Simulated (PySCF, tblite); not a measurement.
**C₃H₂F₃O radical: geometry, infrared bands and EPR parameters**

What infrared bands and EPR parameters should C₃H₂F₃O radical (`F[C](F)[C@]1(F)CO1`) show?

Computed with tblite 0.8.0 and PySCF 2.14.0, with density-fitted response routines of our own, on a single molecule in the gas phase. Atoms count from 0, in the outputs and in this text.

**1. Starting geometry**

9 atoms, charge 0, multiplicity 2; geometry from: force field or distance geometry start.

Bonds of the start (Å): F0–C1 1.37, C1–F2 1.35, C1–C3 1.47, C3–F4 1.39, C3–C5 1.51, C5–O6 1.38, O6–C3 1.36, C5–H7 1.10, C5–H8 1.10.

**2. Relaxing the molecule with GFN2-xTB**

Job settings and geometry (Å):

```
{"job": {"kind": "relax", "xc": "GFN2-xTB", "basis": "xTB"}, "charge": 0, "multiplicity": 2}
F      1.825800    -0.140000     1.265500
C      1.342700    -0.128400    -0.012700
F      1.672200    -1.191100    -0.783600
C      0.076100     0.572800    -0.243100
F      0.083400     1.922000     0.095200
C     -1.171400    -0.235200     0.033400
O     -0.840500     0.262800    -1.205500
H     -1.111300    -1.332800     0.113700
H     -1.863400     0.275900     0.712000
```

Command:

```console
OMP_NUM_THREADS=1 python probes_run.py task.json out
```

One launch serves the whole session: the jobs run in the order shown.

Log:

```text
step      E/eV     max force
  0    -696.02297    1.436
  1    -696.12269    0.979
  2    -696.21223    1.074
  3    -696.25185    0.571
  4    -696.27862    0.516
  5    -696.29913    0.442
  6    -696.30986    0.350
  7    -696.32010    0.358
  8    -696.33151    0.442
  9    -696.34408    0.411
 10    -696.35412    0.282
 11    -696.36017    0.223
 12    -696.36465    0.223
 13    -696.36977    0.253
 14    -696.37389    0.189
 15    -696.37655    0.172
 16    -696.37858    0.141
 17    -696.38043    0.113
 18    -696.38209    0.104
 19    -696.38332    0.084
 20    -696.38405    0.080
 21    -696.38454    0.065
 22    -696.38506    0.065
 23    -696.38582    0.096
 24    -696.38703    0.134
 25    -696.38889    0.149
 26    -696.39145    0.171
 27    -696.39455    0.217
 28    -696.39761    0.191
 29    -696.39957    0.117
 30    -696.40072    0.094
 31    -696.40177    0.098
 32    -696.40282    0.167
 33    -696.40415    0.149
 34    -696.40555    0.081
 35    -696.40663    0.090
 36    -696.40714    0.101
 37    -696.40835    0.103
 38    -696.40927    0.082
 39    -696.40987    0.073
 40    -696.41012    0.112
 41    -696.41060    0.078
 42    -696.41130    0.068
 43    -696.41248    0.079
 44    -696.41312    0.064
 45    -696.41349    0.050
 46    -696.41364    0.033
 47    -696.41373    0.021
 48    -696.41379    0.016
 49    -696.41382    0.012
 50    -696.41383    0.011
 51    -696.41384    0.012
 52    -696.41385    0.009
```

Wall time 0.19 s (1 thread of AMD EPYC 7B13, shared host).

Relaxation path: (not every step is listed)

```
step  energy from step 0 (eV)  largest force (eV/Å)
   0                   0.0000                1.4363
   1                  -0.0997                0.9786
   2                  -0.1893                1.0744
   3                  -0.2289                0.5710
   4                  -0.2557                0.5162
   5                  -0.2762                0.4423
   6                  -0.2869                0.3502
   7                  -0.2971                0.3583
   8                  -0.3085                0.4419
  11                  -0.3372                0.2231
  14                  -0.3509                0.1891
  17                  -0.3575                0.1126
  20                  -0.3611                0.0799
  23                  -0.3628                0.0962
  26                  -0.3685                0.1708
  29                  -0.3766                0.1174
  32                  -0.3799                0.1673
  35                  -0.3837                0.0905
  38                  -0.3863                0.0820
  41                  -0.3876                0.0782
  44                  -0.3902                0.0643
  47                  -0.3908                0.0215
  48                  -0.3908                0.0156
  49                  -0.3909                0.0124
  50                  -0.3909                0.0110
  51                  -0.3909                0.0119
  52                  -0.3909                0.0095
```

Close pairs (by a distance rule), those that changed most:

```
 bond  before (Å)  after (Å)  change (Å)
F0–C1       1.366      1.329      -0.037
C3–F4       1.391      1.355      -0.036
C5–O6       1.376      1.408      +0.032
C3–C5       1.512      1.487      -0.025
C1–F2       1.354      1.333      -0.021
C5–H7       1.102      1.083      -0.019
C5–H8       1.096      1.083      -0.013
C1–C3       1.466      1.469      +0.003
```

The next job starts from the end point, and lists it.

**3. Vibrational analysis with GFN2-xTB**

Job settings and geometry (Å):

```
{"job": {"kind": "ir", "xc": "GFN2-xTB", "basis": "xTB"}, "charge": 0, "multiplicity": 2}
F      2.221863     0.171396     0.897438
C      1.393058    -0.107606    -0.103302
F      1.474928    -1.393642    -0.442806
C      0.061972     0.513464    -0.110209
F      0.086637     1.758651     0.423342
C     -1.217961    -0.236013    -0.001597
O     -0.757195     0.357608    -1.192319
H     -1.196416    -1.318215     0.027544
H     -2.053326     0.260350     0.476728
```

Log:

```text
mode    cm-1     km/mol
  1      48.6      1.45
  2     166.8      2.98
  3     209.5      6.21
  4     339.6      0.37
  5     389.3     12.12
  6     454.4      3.05
  7     476.6     21.36
  8     545.9      8.32
  9     707.5      7.16
 10     848.4     11.83
 11     931.0     48.50
 12    1002.6     18.47
 13    1056.1     20.54
 14    1078.6      2.18
 15    1111.1    209.40
 16    1207.5    204.74
 17    1288.8    160.25
 18    1370.6     20.12
 19    1426.9     25.36
 20    3042.9      6.55
 21    3066.9      3.18
```

Run time: 0.16 s. Hardware: 1 thread of AMD EPYC 7B13, shared host.

Which atoms move in the most intense modes:

```
cm⁻¹  km/mol                               atoms
 477    21.4  F0 25 %, F4 19 %, F2 19 %, C1 11 %
 931    48.5  C3 40 %, O6 22 %, C5 20 %, H8 15 %
1056    20.5  H7 30 %, H8 29 %, C5 15 %, O6 12 %
1111   209.4           C3 42 %, F4 14 %, C1 14 %
1208   204.7           C1 71 %, F2 15 %, F0 12 %
1289   160.2                    C1 31 %, C3 29 %
1371    20.1  C3 31 %, C1 22 %, H8 18 %, H7 16 %
1427    25.4  H7 26 %, H8 24 %, C5 24 %, C3 17 %
```

**4. EPR parameters: B3LYP/pcH-1**

Settings changed since step 3:

```diff
@@ -1,2 +1,2 @@
-{"job": {"kind": "ir", "xc": "GFN2-xTB", "basis": "xTB"}, "charge": 0, "multiplicity": 2}
+{"job": {"kind": "epr", "basis": "pcH-1"}, "charge": 0, "multiplicity": 2}
 F      2.221863     0.171396     0.897438
```

Level: UKS B3LYP, pcH-1 on C F H O, non-relativistic, mean-field spin-orbit, GIAO.

Log:

```text
UKS, coarse grid
  cycle   1  E = -490.00426227  |g| = 7.18e-01
  cycle   2  E = -489.63952904  |g| = 1.29e+00
  cycle   3  E = -490.17348007  |g| = 6.92e-02
  cycle   4  E = -490.17398843  |g| = 6.46e-02
  cycle   5  E = -490.17523332  |g| = 1.02e-02
  cycle   6  E = -490.17527312  |g| = 4.37e-03
  cycle   7  E = -490.17528093  |g| = 1.46e-03
  cycle   8  E = -490.17528169  |g| = 5.80e-04
UKS, final grid
  cycle   1  E = -490.17529065  |g| = 7.81e-04
  cycle   2  E = -490.17529043  |g| = 1.16e-03
  cycle   3  E = -490.17529087  |g| = 9.04e-05
  cycle   4  E = -490.17529087  |g| = 1.46e-05
E = -490.17529087 Eh   <S^2> = 0.7533 (exact 0.7500)
g shifts (ppm)      1          2          3
  rmc          -250       -250       -250
  gc             21         17         28
  oz_so          10       2507       2948
  total        -220       2273       2726
hyperfine (MHz)  atom isotope    a_iso     a_fc   dipolar eigenvalues
    0   19F     223.16     223.16   -242.99   -214.33    457.32
    1   13C     320.07     320.07    -80.14    -79.96    160.10
    2   19F     218.77     218.77   -222.82   -193.59    416.41
    3   13C      -9.97      -9.97     -9.26     -2.80     12.05
    4   19F      -4.18      -4.18    -12.04      3.14      8.90
    5   13C      35.27      35.27     -9.27     -8.83     18.10
    6   17O       0.58       0.58    -11.20      4.72      6.48
    7    1H      -6.33      -6.33     -5.09     -0.13      5.22
    8    1H       5.05       5.05     -5.08     -1.08      6.16
```

It took 22 s on 1 thread of AMD EPYC 7B13, shared host; peak memory 0.68 GiB.

Principal g values 2.00210, 2.00459, 2.00505; g(iso) = 2.00391, against 2.00232 for a free electron.

Hyperfine couplings; where a row names several nuclei, a(iso) is their mean (it holds for fast rotation or exchange) and the dipolar term the largest among them:

```
nuclei  isotope  a(iso) (MHz)  a(iso) (G, at g = 2.0023)  largest dipolar term (MHz)
    C1      13C         320.1                      114.2                       160.1
F0, F2      19F         221.0                       78.8                       457.3
    C5      13C          35.3                       12.6                        18.1
    C3      13C         -10.0                       -3.6                        12.1
    H7       1H          -6.3                       -2.3                         5.2
    H8       1H           5.0                        1.8                         6.2
    F4      19F          -4.2                       -1.5                       -12.0
    O6      17O           0.6                        0.2                       -11.2
```

Mulliken spin populations:

```
atom  value (e)
  F0       0.06
  C1       0.81
  F2       0.06
  C3      -0.05
  F4       0.00
  C5       0.10
  O6       0.02
  H7       0.00
  H8       0.00
```

In first order the couplings over 0.8 MHz of 19F, 1H give 24 distinct lines over 163.2 G, if the averaged nuclei exchange fast.

The fields below are evaluated on a grid from the run's orbitals.

ELF in a plane through or near 5 of the atoms.

Ten even steps from ' ' (0.00) to '@' (0.98):
```
                                                        
                                                        
                                                        
                        ........                        
                    ::==######**==::                    
                    --**%%####%%**--                    
            ::::    ..==%%++++%%==..                    
        ..--++++--..  ..++####==      ::====..          
        ::++####++--::==++::--==::..++##%%%%==          
        ::++****##++--%%%%--==%%++==%%@@@@%%++..        
        ..::::::--..::++##==++**::**==##**++::          
                ==**##==..  ..==**++**++::..            
            ::++%%######::  ..**@@@@%%**..              
            ==##%%##%%%%++    **@@@@@@##..              
            ::==########--    ==@@@@%%++                
              ..::----::..    ..++++--..                
                                                        
                                                        
                                                        
                                                        
```
The map spans 9.7 Å across and 8.8 Å up, centred on the molecule. Atoms in the plane (x, y in Å): C1 (-1.4, -0.1), F2 (-1.5, -1.4), C3 (0.0, 0.5), F4 (0.0, 1.8), C5 (1.2, -0.3).

log10 of the density (e/Å³) in the same plane.

Ten even steps from ' ' (-4.0) to '@' (1.4):
```
                                                        
                                                        
                      ..::::::::..                      
                  ..::--========--::                    
                ..::==++**####**++==::..                
        ....::------++**%%@@@@%%**++--::....            
      ..::--========++**%%@@@@%%**++==----::....        
      ::==++++****++++**##%%####++++======--::::        
    ..--==++**######****##%%%%##********++==--::..      
    ..--==++##############%%%%##########**++==--..      
    ..::==++****####%%##########%%@@####++++--::..      
      ..--==++++########**++****######**++==--::..      
        ::--++**%%@@%%##**++++**####**++==--::::        
        ::--++**%%@@%%##**++==++****++++----::..        
        ..--==++**####**++======++++====--::..          
          ..--==++++++++==--::--------::::..            
              ..::::::::................                
                                                        
                                                        
                                                        
```
The map spans 9.7 Å across and 8.8 Å up, centred on the molecule. Atoms in the plane (x, y in Å): C1 (-1.4, -0.1), F2 (-1.5, -1.4), C3 (0.0, 0.5), F4 (0.0, 1.8), C5 (1.2, -0.3).

On the surface of density 0.002 e/bohr³ the electrostatic potential runs, from the 1st to the 99th percentile, from -0.96 V near O6 to 1.41 V near H7.

The spin density lies nearest to C1 66 %; F0, F2 about 10 % each.

**5. What came out**

| quantity | value |
| --- | --- |
| strongest single infrared mode (GFN2-xTB) | 1111 cm⁻¹, 209 km/mol |
| zero-point energy (GFN2-xTB) | 29.7 kcal/mol |
| g(iso) (B3LYP) | 2.00391 |
| ⟨S²⟩ | 0.753 (exact 0.75) |
| largest a(iso) (averaged by class) | 13C on C1, 320.1 MHz |
| surface potential, 1st and 99th percentile | -0.96 V and 1.41 V |

Relaxing lowered the energy by 0.391 eV in 52 steps; the close pair that moved most is F0–C1, from 1.366 to 1.329 Å. All 21 modes are real, so the xTB geometry is a minimum. The strongest single mode, at 1111 cm⁻¹, has its largest shares on C3, F4 and C1 (the list is cut at 3 atoms). Unscaled tight-binding wavenumbers are off by several per cent, some by more. Its intensities can rank the bands wrongly. Most of the unpaired spin sits on C1 (0.81 e). The isotropic g lies 1.6 ppt above the free-electron value.
